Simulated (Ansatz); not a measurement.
**CH5BN2O: small, medium and large basis sets**

How large a basis does CH5BN2O need? Two functionals are run in growing sets.

Program: Ansatz 0.2.0, Gaussian basis. Level of theory: one geometry, several basis sets. These are calculated values, not measurements.

Levels to be run: PBE0-D4/def2-SVP; ωB97M-V/def2-SVP; PBE0-D4/def2-QZVPP; ωB97M-V/def2-QZVPP; the functionals' def2-TZVPP values are taken from earlier runs.

## 1. The geometry

All runs share one geometry, relaxed beforehand with PBE0-D4 in a triple-zeta def2 set.

SMILES `NB1NCO1`, 10 atoms, charge 0, spin multiplicity 1.

Atoms are counted from 1 here; the program's logs count them from 0.

Bond lengths: N1–B2 1.398 Å, N1–H6 1.004 Å, N1–H7 1.003 Å, B2–N3 1.440 Å, B2–O5 1.401 Å, N3–C4 1.455 Å, N3–H8 1.004 Å, C4–O5 1.434 Å, C4–H9 1.095 Å, C4–H10 1.096 Å. Angles: B2–N1–H6 121.9°, B2–N1–H7 123.2°, H6–N1–H7 114.7°, N1–B2–N3 136.2°, N1–B2–O5 128.4°, N3–B2–O5 95.3°, B2–N3–C4 84.3°, B2–N3–H8 131.1°, C4–N3–H8 122.1°, N3–C4–O5 93.3°, N3–C4–H9 114.6°, N3–C4–H10 115.1°, O5–C4–H9 111.0°, O5–C4–H10 111.3°, H9–C4–H10 110.4°, B2–O5–C4 86.6°.

## 2. PBE0-D4 in def2-SVP

in.yaml reads:

```yaml
crystal:
  periodic: [false, false, false]
  atoms:
    - {symbol: N, position_ang: [-1.649202, 0.413288, -0.796343]}
    - {symbol: B, position_ang: [-0.422009, 0.200796, -0.161664]}
    - {symbol: N, position_ang: [0.209643, -0.884679, 0.543690]}
    - {symbol: C, position_ang: [1.363662, 0.001378, 0.579574]}
    - {symbol: O, position_ang: [0.647303, 1.093069, -0.012677]}
    - {symbol: H, position_ang: [-1.887199, 1.297270, -1.207795]}
    - {symbol: H, position_ang: [-2.389387, -0.262884, -0.799308]}
    - {symbol: H, position_ang: [0.292445, -1.859642, 0.318019]}
    - {symbol: H, position_ang: [1.709874, 0.258580, 1.586244]}
    - {symbol: H, position_ang: [2.207970, -0.308376, -0.046740]}
basis:
  gaussian: {orbitals: def2-SVP}
hamiltonian: {xc: pbe0, dispersion: d4}
output: {orbitals: {seedname: orbitals}}
```

On the command line:

```bash
$ ansatz run in.yaml --threads 2 --pin off --events-out ev --progress --plain --max-ram 4352MiB
```

What it wrote:

```text
Functional definition: PBE0
  name "PBE0"
  cite "Adamo & Barone, J. Chem. Phys. 110, 6158 (1999) doi:10.1063/1.478522"
  cite "Perdew, Burke & Ernzerhof, Phys. Rev. Lett. 77, 3865 (1996) doi:10.1103/PhysRevLett.77.3865"
  parent pbe
  parameter a = 0.25
  parameter kappa = 0.804
  parameter beta = 0.06672455060314922
  exchange = (1 - a)*pbe_x(kappa = kappa, mu = beta*pi^2/3) + a*exact_x
  correlation = pbe_c(beta = beta)
1089 factors; their error is unknown
mean field evaluation 1: about -6803.1975 eV, gradient 6.4e1 eV
mean field evaluation 2: about -6800.1519 eV, gradient 7.5e1 eV
mean field evaluation 4: about -6811.2484 eV, gradient 2.7e0 eV
mean field evaluation 8: about -6811.2643 eV, gradient 2.2e-2 eV
mean field evaluation 16: about -6811.2566 eV, gradient 1.7e-5 eV
mean field -6811.25664654 eV, -250.3090649249 hartree, gradient 1.7e-5 eV, S^2 0.000000; 0 other end points of the search recorded, 0 dependent functions left out
reference -6811.25667093 eV, -250.3090658209 hartree; 19, 19 occupied and 76, 76 virtual orbitals, 1089 factors
Total energy: -6811.39390500 eV, -250.3141090801 hartree
```

It took 1.4 s on 2 threads of Arm Neoverse V2, shared host.

## 3. ωB97M-V in def2-SVP

Edit in.yaml of step 2 so:

```diff
@@ -15,3 +15,3 @@
   gaussian: {orbitals: def2-SVP}
-hamiltonian: {xc: pbe0, dispersion: d4}
+hamiltonian: {xc: {name: wB97M-V}}
 output: {orbitals: {seedname: orbitals}}
```

The command is unchanged.

What it wrote, cut to the lines that bear on the results:

```text
Functional definition: wB97M-V
  name "wB97M-V"
  cite "Mardirossian & Head-Gordon, J. Chem. Phys. 144, 214110 (2016) doi:10.1063/1.4952647"
  cite "Becke, J. Chem. Phys. 107, 8554 (1997) doi:10.1063/1.475007"
  cite "Vydrov & Van Voorhis, J. Chem. Phys. 133, 244103 (2010) doi:10.1063/1.3521275"
  # Of w^i u^j: cxij and so on, Table III.
[...]
  gx(w, u) = 1 - cx + cx01*u + cx10*w
  gss(w, u) = css00 + css04*u^4 + css10*w + css20*w^2 + css43*w^4*u^3
  gos(w, u) = cos00 + cos10*w + (cos20 + cos21*u)*w^2 + (cos60 + cos61*u)*w^6
[...]
      + integral(e_c_pw_mod_opposite_spin*gos(b97_w_opposite, b97_u_opposite)) + vv10(b, c)
1089 factors; their error is unknown
258 factors; integrals over basis functions are off by at most 9.5e-6 eV
[...]
mean field -6816.43492482 eV, -250.4993631416 hartree, gradient 5.0e-5 eV, S^2 0.000000; 0 other end points of the search recorded, 0 dependent functions left out
reference -6816.43496336 eV, -250.4993645579 hartree; 19, 19 occupied and 76, 76 virtual orbitals, 1089 factors
Total energy: -6816.43496336 eV, -250.4993645579 hartree
```

Wall time 5.5 s (2 threads of Arm Neoverse V2, shared host).

## 4. PBE0-D4 in def2-QZVPP

Edit in.yaml of step 3 so:

```diff
@@ -14,4 +14,4 @@
 basis:
-  gaussian: {orbitals: def2-SVP}
-hamiltonian: {xc: {name: wB97M-V}}
+  gaussian: {orbitals: "def2-QZVPP.json"}
+hamiltonian: {xc: pbe0, dispersion: d4}
 output: {orbitals: {seedname: orbitals}}
```

Same command.

What it wrote:

```text
Functional definition: PBE0
  name "PBE0"
  cite "Adamo & Barone, J. Chem. Phys. 110, 6158 (1999) doi:10.1063/1.478522"
  cite "Perdew, Burke & Ernzerhof, Phys. Rev. Lett. 77, 3865 (1996) doi:10.1103/PhysRevLett.77.3865"
  parent pbe
  parameter a = 0.25
  parameter kappa = 0.804
  parameter beta = 0.06672455060314922
  exchange = (1 - a)*pbe_x(kappa = kappa, mu = beta*pi^2/3) + a*exact_x
  correlation = pbe_c(beta = beta)
1210 factors; their error is unknown
mean field evaluation 1: about -6807.9094 eV, gradient 8.0e1 eV
mean field evaluation 2: about -6799.3013 eV, gradient 1.0e2 eV
mean field evaluation 4: about -6819.4550 eV, gradient 5.5e0 eV
mean field evaluation 8: about -6819.5094 eV, gradient 4.1e-1 eV
mean field evaluation 16: about -6819.5095 eV, gradient 3.1e-5 eV
mean field -6819.50950185 eV, -250.6123517634 hartree, gradient 3.1e-5 eV, S^2 0.000000; 0 other end points of the search recorded, 0 dependent functions left out
reference -6819.50953719 eV, -250.6123530621 hartree; 19, 19 occupied and 416, 416 virtual orbitals, 1210 factors
Total energy: -6819.64677126 eV, -250.6173963212 hartree
```

Wall time 10 s (2 threads of Arm Neoverse V2, shared host); peak memory 1.1 GiB.

## 5. ωB97M-V in def2-QZVPP

Edit in.yaml of step 4 so:

```diff
@@ -15,3 +15,3 @@
   gaussian: {orbitals: "def2-QZVPP.json"}
-hamiltonian: {xc: pbe0, dispersion: d4}
+hamiltonian: {xc: {name: wB97M-V}}
 output: {orbitals: {seedname: orbitals}}
```

Launched as before.

What it wrote, cut to the lines that bear on the results:

```text
Functional definition: wB97M-V
  name "wB97M-V"
  cite "Mardirossian & Head-Gordon, J. Chem. Phys. 144, 214110 (2016) doi:10.1063/1.4952647"
  cite "Becke, J. Chem. Phys. 107, 8554 (1997) doi:10.1063/1.475007"
  cite "Vydrov & Van Voorhis, J. Chem. Phys. 133, 244103 (2010) doi:10.1063/1.3521275"
  # Of w^i u^j: cxij and so on, Table III.
[...]
  gx(w, u) = 1 - cx + cx01*u + cx10*w
  gss(w, u) = css00 + css04*u^4 + css10*w + css20*w^2 + css43*w^4*u^3
  gos(w, u) = cos00 + cos10*w + (cos20 + cos21*u)*w^2 + (cos60 + cos61*u)*w^6
[...]
      + integral(e_c_pw_mod_opposite_spin*gos(b97_w_opposite, b97_u_opposite)) + vv10(b, c)
1210 factors; their error is unknown
348 factors; integrals over basis functions are off by at most 7.7e-6 eV
[...]
mean field -6824.90753086 eV, -250.8107256706 hartree, gradient 1.5e-5 eV, S^2 0.000000; 0 other end points of the search recorded, 0 dependent functions left out
reference -6824.90758815 eV, -250.8107277761 hartree; 19, 19 occupied and 416, 416 virtual orbitals, 1210 factors
Total energy: -6824.90758815 eV, -250.8107277761 hartree
```

Run time: 25 s. Hardware: 2 threads of Arm Neoverse V2, shared host; peak memory 1.4 GiB.

## 6. Functionals by basis

The def2-TZVPP values come from earlier runs at the same geometry.

```
functional       basis  functions  energy (eV)  from the largest (eV)  HOMO (eV)  LUMO (eV)
   PBE0-D4    def2-SVP         95   -6811.3939                  8.253      -6.70       1.93
   PBE0-D4  def2-TZVPP        225   -6819.2464                  0.400      -6.94       0.96
   PBE0-D4  def2-QZVPP        435   -6819.6468                  0.000      -6.99       0.60
   ωB97M-V    def2-SVP         95   -6816.4350                  8.473      -9.04       3.50
   ωB97M-V  def2-TZVPP        225   -6824.5313                  0.376      -9.29       2.19
   ωB97M-V  def2-QZVPP        435   -6824.9076                  0.000      -9.34       1.64
```

## 7. Summary of results

| quantity | value |
| --- | --- |
| PBE0-D4: double and triple zeta above quadruple | 8.25, 0.40 eV |
| ωB97M-V: double and triple zeta above quadruple | 8.47, 0.38 eV |

What this shows: For PBE0-D4 the step from double to triple zeta gains 7.85 eV and the next only 0.40 eV. These are total energies; as a rule much of such shifts cancels in differences, which this series doesn't test. The LUMO of ωB97M-V is positive and keeps falling with the basis (3.50 to 1.64 eV): an unbound level that the basis holds in place.

For PBE0-D4 the largest set took about 7 times as long as the smallest (10 s against 1.4 s).
